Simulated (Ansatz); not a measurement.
# Cd3TeSe2: the cost of one run

Method: DFT PBE, scalar-relativistic, plane waves, PAW, in Ansatz 0.2.0.

### Step 1. The structure to begin with

It takes space group P3m1 (No. 156, trigonal). The conventional cell has a = 4.253 Å, b = 4.253 Å, c = 20.822 Å, α = 90.00°, β = 90.00°, γ = 120.00°. Around Cd (site symmetry 3m) lie 4 Se at 2.60 Å. Cd (site symmetry 3m) has 1 Te at 2.60 Å and 3 Se at 2.60 Å as nearest neighbours. Cd (site symmetry 3m) is surrounded by 1 Se at 2.60 Å and 3 Te at 2.60 Å. Cd (site symmetry 3m) is surrounded by 4 Te at 2.60 Å. Te (site symmetry 3m) is surrounded by 4 Cd at 2.60 Å. Only part of the 12 independent sites is listed.

Structure file:

```xyz
12
Lattice="4.2529 0.0000 0.0000 -2.1264 3.6831 0.0000 0.0000 0.0000 20.8222" Properties=species:S:1:pos:R:3 pbc="T T T"
Cd    2.1264    1.2277    0.0000
Cd    2.1264    1.2277    6.9407
Cd    2.1264    1.2277   13.8815
Cd    0.0000    2.4554    3.4704
Cd    0.0000    2.4554   10.4111
Cd    0.0000    2.4554   17.3518
Te    2.1264    1.2277    9.5435
Te    0.0000    2.4554   13.0139
Se    2.1264    1.2277    2.6028
Se    2.1264    1.2277   16.4842
Se    0.0000    2.4554    6.0731
Se    0.0000    2.4554   19.9546
```

The start is an ordering of an alloy on its end members' structure types: elements ordered on the sites of the CdSe type, Se/Te on Se (P3m1, No. 156).

### Step 2. A first look at the guess

input.yaml reads:

```yaml
crystal:
  lattice:
    - [4.25286875, 0.0, 0.0]
    - [-2.12643438, 3.68309238, 0.0]
    - [0.0, 0.0, 20.82218804]
  atoms:
    - { symbol: Cd, position: [0.66666667, 0.33333333, 0.0] }
    - { symbol: Cd, position: [0.66666667, 0.33333333, 0.33333333] }
    - { symbol: Cd, position: [0.66666667, 0.33333333, 0.66666667] }
    - { symbol: Cd, position: [0.33333333, 0.66666667, 0.16666667] }
    - { symbol: Cd, position: [0.33333333, 0.66666667, 0.5] }
    - { symbol: Cd, position: [0.33333333, 0.66666667, 0.83333333] }
    - { symbol: Te, position: [0.66666667, 0.33333333, 0.45833333] }
    - { symbol: Te, position: [0.33333333, 0.66666667, 0.625] }
    - { symbol: Se, position: [0.66666667, 0.33333333, 0.125] }
    - { symbol: Se, position: [0.66666667, 0.33333333, 0.79166667] }
    - { symbol: Se, position: [0.33333333, 0.66666667, 0.29166667] }
    - { symbol: Se, position: [0.33333333, 0.66666667, 0.95833333] }
basis:
  ecutwfc: 420
kpoints:
  mp_grid: { grid: [6, 6, 1] }
hamiltonian:
  xc: pbe
scf:
  occupations: { method: gaussian, width: 0.1 }
  lower_state_search: "off"
output:
  forces: true
  stress: true
  eigenvalues: true
```

Launch:

```sh
ansatz run input.yaml --threads 1 --pin off --max-ram 2560MiB --backend cpu --events-out ev --progress --plain --runs-dir out
```

What time and memory should one allow on 1 thread of Intel Xeon 6975P-C (Granite Rapids), shared host?

About 11 s, with a peak of 0.71 GiB.
